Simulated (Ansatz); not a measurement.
# W2Cl: the cost of one run

Program: Ansatz 0.2.0. Level of theory: DFT PBE, scalar-relativistic, plane waves, PAW. These are calculated values, not measurements.

2 further runs of the same task are left out: 1 that didn't finish, 1 set aside as unsound or not needed.

## (1) Starting point

The structure is hexagonal, space group P6/mmm (No. 191). Conventional cell: a = 3.879 Å, b = 3.879 Å, c = 4.515 Å, α = 90.00°, β = 90.00°, γ = 120.00°. Around W (site symmetry -6m2) lie 3 W at 2.24 Å and 6 Cl at 3.18 Å. Around Cl (site symmetry 6/mmm) lie 12 W at 3.18 Å.

As a file:

```cif
data_structure
_symmetry_space_group_name_H-M 'P6/mmm'
_symmetry_Int_Tables_number 191
_cell_length_a 3.8786
_cell_length_b 3.8786
_cell_length_c 4.5152
_cell_angle_alpha 90.000
_cell_angle_beta 90.000
_cell_angle_gamma 120.000
_cell_volume 58.82
loop_
_atom_site_label
_atom_site_type_symbol
_atom_site_symmetry_multiplicity
_atom_site_Wyckoff_symbol
_atom_site_fract_x
_atom_site_fract_y
_atom_site_fract_z
_atom_site_occupancy
W1 W 2 d 0.33333 0.66667 0.50000 1
Cl1 Cl 1 a 0.00000 0.00000 0.00000 1
```

The cell is invented: species swapped into a database cell of YB2 (P6/mmm, No. 191), with Cl on the Y sites and W on the B sites. The dimensions are guesses.

## (2) Probe: one point on a coarse mesh

input.yaml reads:

```yaml
crystal:
  lattice:
    - [3.87861632, 0.0, 0.0]
    - [-1.93930816, 3.35898027, 0.0]
    - [0.0, 0.0, 4.51519199]
  atoms:
    - { symbol: W, position: [0.33333333, 0.66666667, 0.5] }
    - { symbol: W, position: [0.66666667, 0.33333333, 0.5] }
    - { symbol: Cl, position: [0.0, 0.0, 0.0] }
basis:
  ecutwfc: 420
kpoints:
  mp_grid: { grid: [6, 6, 4] }
hamiltonian:
  xc: pbe
scf:
  occupations: { method: gaussian, width: 0.1 }
  lower_state_search: "off"
output:
  forces: true
  stress: true
  eigenvalues: true
```

Started as:

```bash
> ansatz run input.yaml --threads 1 --pin off --max-ram 2560MiB --backend cpu --events-out ev --progress --plain --runs-dir out
```

**Question.** How long does this run take on 1 thread of Intel Xeon Platinum 8375C at 2.90GHz (Ice Lake), shared host, and how much memory does it need?

About 1.4 s, with a peak of 0.38 GiB.
